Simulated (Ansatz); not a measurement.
# Cu2: energies up the ladder

The task here is to estimate one member of a computed series from the others.

Computed with Ansatz 0.2.0 (the levels named in each step, unless a step's input says otherwise).

### The starting structure

Bond lengths: Cu1–Cu2 2.226 Å.

Structure file:

```xyz
2

Cu    0.0000    0.0000    0.0000
Cu    0.0000    0.0000    2.2256
```

The first run:

File input.yaml:

```yaml
crystal:
  periodic: [false, false, false]
  atoms:
    - { symbol: Cu, position_ang: [0.0, 0.0, 0.0] }
    - { symbol: Cu, position_ang: [0.0, 0.0, 2.22557] }
basis:
  gaussian: { orbitals: def2-SVPD }
hamiltonian:
  xc: pbe
  dispersion: d4
relax:
  f_tol: 0.03
  max_steps: 200
```

On the command line:

```console
$ ansatz run input.yaml --threads 4 --pin off --max-ram 10240MiB --backend cpu --events-out ev --progress --plain --runs-dir out
```

Steps of the session up to this table: A rough first relaxation, PBE-D4/def2-SVPD; Relaxation, PBE0-D4/def2-TZVPPD; Frequencies, PBE0-D4/def2-TZVPPD; Single point, PBE-D4/def2-TZVPPD; Single point, r2SCAN-D4/def2-TZVPPD; Single point, B3LYP-D4/def2-TZVPPD; Single point, wB97M-V/def2-TZVPPD; Single point, B2PLYP/def2-TZVPPD; Single point, LDA/def2-TZVPPD; Single point, PBE0-D4/def2-SVPD; Single point, PBE-D4/def2-SVPD; The anion of multiplicity 2 at the same geometry, PBE0-D4/def2-TZVPPD; The anion of multiplicity 2 at the same geometry, PBE-D4/def2-TZVPPD; The anion of multiplicity 2 at the same geometry, r2SCAN-D4/def2-TZVPPD; The anion of multiplicity 2 at the same geometry, B3LYP-D4/def2-TZVPPD; The anion of multiplicity 2 at the same geometry, wB97M-V/def2-TZVPPD; The anion of multiplicity 2 at the same geometry, B2PLYP/def2-TZVPPD.

One of the session's tables, all rows but one given; the rest of the session is left out.

It belongs to the step «Vertical electron affinity». 

```
                level  vertical electron affinity (eV)
   PBE-D4/def2-TZVPPD                            0.892
r2SCAN-D4/def2-TZVPPD                            0.963
 B3LYP-D4/def2-TZVPPD                                ?
  wB97M-V/def2-TZVPPD                            0.497
   B2PLYP/def2-TZVPPD                            0.625
```

Estimate the missing values for B3LYP-D4/def2-TZVPPD.

**Answer.** vertical electron affinity (eV): 0.786. In the column «vertical electron affinity (eV)» it lies between B2PLYP/def2-TZVPPD (0.625) and PBE-D4/def2-TZVPPD (0.892).
